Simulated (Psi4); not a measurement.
**DSD-PBEP86/def2-SVPD (density fitting for correlation) run of C2H2ClSi− (SMILES C#C[SiH-]Cl)**

Aim: the energy change on altering one bond length of C2H2ClSi− at DSD-PBEP86/def2-SVPD (density fitting for correlation), from 2 runs. 

Program for the calculation: Psi4 1.11.

5 further runs of the same task are left out: 3 that didn't finish, 2 set aside as unsound or not needed.

## Step 1: The structure to begin with

C2H2ClSi− has 6 atoms, charge -1, and is taken as a singlet. SMILES: `C#C[SiH-]Cl`. The shape is that of a GFN2-xTB optimisation.

Bond lengths: C1–C2 1.207 Å, C2–Si3 1.864 Å, Si3–Cl4 2.314 Å, C1–H5 1.058 Å, Si3–H6 1.496 Å. Angles: C1–C2–Si3 165.5°, C2–Si3–Cl4 98.2°, C2–C1–H5 176.1°, C2–Si3–H6 98.2°, Cl4–Si3–H6 94.0°.

## Step 2: The energy at DSD-PBEP86/def2-SVPD (density fitting for correlation)

c2h2clsi.xyz

```xyz
6
C2H2ClSi
C      0.758700     0.541450    -1.456510
C      0.250300     0.345680    -0.379210
Si    -0.094570     0.107390     1.437140
Cl    -0.513450    -2.167770     1.399230
H      1.141620     0.692060    -2.430770
H     -1.542600     0.481190     1.430120
```

run.py

```python
import psi4

psi4.set_memory(1600000000)
psi4.set_num_threads(1)
psi4.set_output_file('psi4.out', False)

with open('c2h2clsi.xyz') as f:
    atoms = ''.join(f.readlines()[2:])
mol = psi4.geometry('-1 1\n' + atoms + 'symmetry c1\nno_reorient\nno_com')

psi4.set_options({
    'puream': True,
    'e_convergence': 1e-09,
    'd_convergence': 1e-08,
    'scf_type': 'pk',
    'dft_radial_points': 99,
    'dft_spherical_points': 590,
    'num_frozen_docc': 12,
})

energy_value = psi4.energy("dsd-pbep86/def2-SVPD")
print('E =', round(energy_value, 9))
```

Started as:

```bash
python run.py
```

psi4.out:

```text
[...]
  Running in c1 symmetry.
[...]
  Nuclear repulsion =  157.032059041988504
[...]
  Multiplicity = 1
[...]
  Nalpha       = 23
  Nbeta        = 23
[...]
    Number of basis functions: 107
[...]
   @RKS iter   1:  -825.63584323330883   -9.10709e-01   3.99838e-03 DIIS/ADIIS
[...]
   @RKS iter  13:  -825.76578362843873   -6.70752e-12   4.55779e-09 DIIS
[...]
    Orbital Energies [Eh]
    ---------------------
    Doubly Occupied:
       1A   -103.432418     2A    -67.649218     3A    -10.702956
       4A    -10.695004     5A     -9.965005     6A     -7.536213
       7A     -7.533600     8A     -7.533409     9A     -5.650749
      10A     -3.844578    11A     -3.842874    12A     -3.840705
      13A     -0.774374    14A     -0.758147    15A     -0.527437
      16A     -0.456607    17A     -0.297500    18A     -0.261657
      19A     -0.232954    20A     -0.211018    21A     -0.203475
      22A     -0.197709    23A     -0.080227
[...]
  @RKS Final Energy:  -825.76578362843873
   => Energetics <=
    Nuclear Repulsion Energy =            157.0320590419885036
    One-Electron Energy =               -1460.8697210486482163
    Two-Electron Energy =                 495.3401988144059374
    DFT Exchange-Correlation Energy =     -17.2683204361850819
    Empirical Dispersion Energy =           0.0000000000000000
    VV10 Nonlocal Energy =                  0.0000000000000000
    Total Energy =                       -825.7657836284387258
[...]
 Multipole Moments:
 ------------------------------------------------------------------------------------
     Multipole            Electronic (a.u.)      Nuclear  (a.u.)        Total (a.u.)
 ------------------------------------------------------------------------------------
 L = 1.  Multiply by 2.5417464519 to convert [e a0] to [Debye]
 Dipole X            :          8.5921816           -8.3140580            0.2781236
 Dipole Y            :         55.8783417          -54.5235120            1.3548296
 Dipole Z            :        -62.5692628           60.2669566           -2.3023062
 Magnitude           :                                                    2.6858015
[...]
```

Standard output:

```text
E = -826.039569566
```

It took 26 s on 1 thread of Intel Xeon Platinum 8175M at 2.50GHz (Skylake/Cascade Lake), shared host; peak memory 0.6 GiB.

## Step 3: The distorted shape, same level

job.dat

```
memory 1600 mb

molecule {
  -1 1
  C
  C 1 r2
  Si 2 r3 1 a3
  Cl 3 r4 2 a4 1 d4
  H 1 r5 4 a5 3 d5
  H 3 r6 2 a6 1 d6

  r2 = 1.3883
  r3 = 1.864094
  a3 = 165.50517
  r4 = 2.313709
  a4 = 98.23483
  d4 = -109.43297
  r5 = 1.057589
  a5 = 148.45329
  d5 = 171.52506
  r6 = 1.495515
  a6 = 98.19876
  d6 = 155.24625
  symmetry c1
  no_reorient
  no_com
}

set {
  basis                def2-SVPD
  puream               true
  e_convergence        1e-09
  d_convergence        1e-08
  scf_type             pk
  dft_radial_points    99
  dft_spherical_points 590
  num_frozen_docc      12
}

E = energy("dsd-pbep86")
```

Started as:

```bash
psi4 job.dat job.out -n 1
```

job.out:

```text
[...]
  Running in c1 symmetry.
[...]
  Nuclear repulsion =  153.413861142471006
[...]
  Multiplicity = 1
[...]
  Nalpha       = 23
  Nbeta        = 23
[...]
    Number of basis functions: 107
[...]
   @RKS iter   1:  -825.61783403602544   -1.11776e+00   3.32912e-03 ADIIS/DIIS
[...]
   @RKS iter  14:  -825.72082514003739   -5.00222e-12   3.94702e-09 DIIS
[...]
    Orbital Energies [Eh]
    ---------------------
    Doubly Occupied:
       1A   -103.437023     2A    -67.659339     3A    -10.746496
       4A    -10.745004     5A     -9.969601     6A     -7.540832
       7A     -7.538164     8A     -7.537970     9A     -5.660579
      10A     -3.854249    11A     -3.852732    12A     -3.850554
      13A     -0.777517    14A     -0.715036    15A     -0.543628
      16A     -0.451398    17A     -0.304736    18A     -0.263537
      19A     -0.229047    20A     -0.210265    21A     -0.187860
      22A     -0.172814    23A     -0.084209
[...]
  @RKS Final Energy:  -825.72082514003739
   => Energetics <=
    Nuclear Repulsion Energy =            153.4138611424710064
    One-Electron Energy =               -1453.3637668610124365
    Two-Electron Energy =                 491.4537695118072520
    DFT Exchange-Correlation Energy =     -17.2246889333031135
    Empirical Dispersion Energy =           0.0000000000000000
    VV10 Nonlocal Energy =                  0.0000000000000000
    Total Energy =                       -825.7208251400373911
[...]
 Multipole Moments:
 ------------------------------------------------------------------------------------
     Multipole            Electronic (a.u.)      Nuclear  (a.u.)        Total (a.u.)
 ------------------------------------------------------------------------------------
 L = 1.  Multiply by 2.5417464519 to convert [e a0] to [Debye]
 Dipole X            :         -3.4397522            3.3723943           -0.0673579
 Dipole Y            :         -0.4091899            0.6792273            0.2700374
 Dipole Z            :          2.8589387           -3.4363762           -0.5774375
 Magnitude           :                                                    0.6410081
[...]
```

Wall time 27 s (1 thread of Intel Xeon Platinum 8175M at 2.50GHz (Skylake/Cascade Lake), shared host); peak memory 0.59 GiB.

## Step 4: Summary of results

At DSD-PBEP86/def2-SVPD (density fitting for correlation), 12 core orbitals frozen:

```
                                                              quantity          value
                                             first shape: total energy  -826.03957 Eh
                        first shape: HOMO energy (SCF part's orbitals)       -2.18 eV
                        first shape: LUMO energy (SCF part's orbitals)        5.34 eV
    first shape: HOMO–LUMO gap (to an unbound level, set by the basis)        7.52 eV
                                         distorted shape: total energy  -826.01215 Eh
                    distorted shape: HOMO energy (SCF part's orbitals)       -2.29 eV
                    distorted shape: LUMO energy (SCF part's orbitals)        5.10 eV
distorted shape: HOMO–LUMO gap (to an unbound level, set by the basis)        7.39 eV
     energy change with the C1–C2 bond stretched from 1.207 to 1.388 Å       0.746 eV
```

In words: With the C1–C2 bond stretched from 1.207 to 1.388 Å the energy rises by 0.75 eV (17.2 kcal/mol). The first shape isn't relaxed at this level, so the change isn't measured from a minimum.
